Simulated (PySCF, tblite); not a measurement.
# C₅H₉BO₂: geometry, infrared bands and NMR shifts

What infrared bands and NMR shifts should C₅H₉BO₂ (`C=C1CB(O)O[C@@H]1C`) show?

Programs: tblite 0.8.0 and PySCF 2.14.0, with density-fitted response routines of our own. Each step states its level of theory. These are calculated values for one molecule in the gas phase, unless marked as measured. Atoms count from 0, in the outputs and in this text.

### Step 1. Starting geometry

17 atoms, charge 0, multiplicity 1; geometry from: force field or distance geometry start.

Bonds of the start (Å): C0–C1 1.32, C1–C2 1.51, C2–B3 1.59, B3–O4 1.46, B3–O5 1.46, O5–C6 1.39, C6–C7 1.49, C6–C1 1.49, C0–H8 1.10, C0–H9 1.09, C2–H10 1.11, C2–H11 1.11, O4–H12 0.99, C6–H13 1.10, C7–H14 1.11, C7–H15 1.12, C7–H16 1.09.

### Step 2. Geometry optimisation with GFN2-xTB

Job settings and geometry (Å):

```
{"job": {"kind": "relax", "xc": "GFN2-xTB", "basis": "xTB"}, "charge": 0, "multiplicity": 1}
C     -0.356200     2.068700    -1.010200
C     -0.076000     1.003900    -0.284000
C      1.272000     0.503200     0.182700
B      0.785400    -0.501600     1.313600
O      1.450700    -1.776500     1.588700
O     -0.615800    -0.156000     1.558400
C     -1.073300     0.039200     0.260000
C     -1.047300    -1.281100    -0.436700
H      0.442300     2.736000    -1.370700
H     -1.371300     2.346700    -1.284000
H      1.883300     1.320700     0.629300
H      1.809800    -0.018900    -0.634900
H      2.281800    -1.857000     1.063400
H     -2.076000     0.500500     0.296800
H     -1.703000    -1.984700     0.125100
H     -1.550600    -1.206700    -1.436400
H     -0.062800    -1.724300    -0.571100
```

Command:

```sh
> OMP_NUM_THREADS=1 python probes_run.py task.json out
```

One launch serves the whole session: the jobs run in the order shown.

**Question.** This job is followed by: GFN2-xTB harmonic vibrations, gas phase; GIAO PBE0/pcSseg-1 NMR shielding, non-relativistic, gas phase. What will the session give for the following? strongest single infrared mode (GFN2-xTB); zero-point energy (GFN2-xTB); ¹³C shifts against TMS (PBE0/pcSseg-1); ¹H shifts against TMS (PBE0/pcSseg-1, means over atoms taken as alike); ¹¹B shifts against BF3·OEt2 (PBE0/pcSseg-1); ¹⁷O shifts against H2O (PBE0/pcSseg-1).

**Answer**, as computed:

```
                                                              quantity                                         value
                             strongest single infrared mode (GFN2-xTB)                         1344 cm⁻¹, 472 km/mol
                                          zero-point energy (GFN2-xTB)                                 85.3 kcal/mol
                                ¹³C shifts against TMS (PBE0/pcSseg-1)            163.6, 113.5, 84.6, 28.4, 19.8 ppm
¹H shifts against TMS (PBE0/pcSseg-1, means over atoms taken as alike)  5.35, 5.26, 5.07, 4.13, 1.92, 1.77, 1.26 ppm
                           ¹¹B shifts against BF3·OEt2 (PBE0/pcSseg-1)                                      33.0 ppm
                                ¹⁷O shifts against H2O (PBE0/pcSseg-1)                              185.7, 120.9 ppm
```

What this shows: Over 89 steps the energy fell by 1.377 eV; of the close pairs, B3–O4 changed most, 1.464 to 1.348 Å. All 45 modes are real, so the xTB geometry is a minimum. The strongest single mode, at 1344 cm⁻¹, moves mainly B3. Unscaled tight-binding wavenumbers are off by several per cent, some by more. Its intensities can rank the bands wrongly. C1 (fully substituted alkene carbon) lies farthest downfield among carbon, at 163.6 ppm; as expected for a trigonal carbon in a double bond. At PBE0/pcSseg-1: The widest tensor belongs to O5: span 247 ppm, with a paramagnetic part of -244 ppm.
